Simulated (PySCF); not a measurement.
**The bond of YbCl, level by level**

What are the lowest state that PBE0 finds, the bond length, vibrational wavenumber and bond energy of YbCl, and how much do these hang on the method?

Program: PySCF 2.14.0. Level of theory: Yb x2c-TZVPall, Cl x2c-TZVPall, spin-free X2C with a Gaussian nucleus. These are calculated values, not measurements.

1 further run of the same task is left out (it didn't finish).

## (1) Input

The job is set up so:

```yaml
atoms: Yb, Cl
charge: 0
basis: Yb x2c-TZVPall, Cl x2c-TZVPall
Hamiltonian: spin-free X2C with a Gaussian nucleus
basis_functions: 141
electrons_treated: 87
masses_in_u: 173.9389, 34.9689
levels: PBE0, PBE, r²SCAN, r²SCAN0, M06, CAM-B3LYP, HF, MP2, SCS-MP2
grid: 80 radial by 434 angular points
occupations: held fixed by the projection of orbital angular momentum
dissociation_limit: Yb + Cl, each in its ground configuration
starting_distance_in_angstrom: 2.465
values_of_2S_to_try: 1, 3
```

Run with:

```
$ OMP_NUM_THREADS=4 python dia.py task.json out
```

Further steps of the session: PBE0 along the bond; PBE; r²SCAN (meta-GGA); r²SCAN0 (hybrid meta-GGA); M06; CAM-B3LYP (range-separated hybrid); UHF (mean field).

**Question.** What will these runs give? Wanted: for each run, Re; ωe; De; μ.

As calculated:

Lowest PBE0 solution found, without spin–orbit coupling: ²Σ⁺ (doublet), unpaired electrons σ ↑, about 14.0 electrons in the 4f shell (Mulliken). The other levels ran on it alone.

```
      level  Re (Å)  ωe (cm⁻¹)  De (eV)  μ (D)
        UHF   2.573      276.7     3.33  -4.86
    UHF-MP2   2.452        300     3.90    n/a
UHF-SCS-MP2   2.480      293.7     3.71    n/a
        PBE   2.451      294.5     4.08  -4.15
     r²SCAN   2.443        302     4.38  -4.18
       PBE0   2.480      290.1     3.98  -4.64
    r²SCAN0   2.476      295.1     4.16  -4.69
        M06   2.494      289.8     3.56  -5.27
  CAM-B3LYP   2.487      288.9     3.82  -4.87
```

De is counted to Yb + Cl in their ground configurations. A positive dipole means Yb(−)Cl(+).

**Reading.** The methods spread over 0.130 Å in bond length, from r²SCAN to UHF. Of the levels with a De here, UHF gives the least (3.33 eV) and r²SCAN the most (4.38 eV).

Correlated steps freeze 23 core orbitals. These are scalar-relativistic numbers at best; spin–orbit coupling would shift them, the dissociation energy most. The state is the lowest single determinant that the PBE0 search found; with open d or f shells the true ground state can be another one. With spin–orbit coupling the term label itself may not hold.
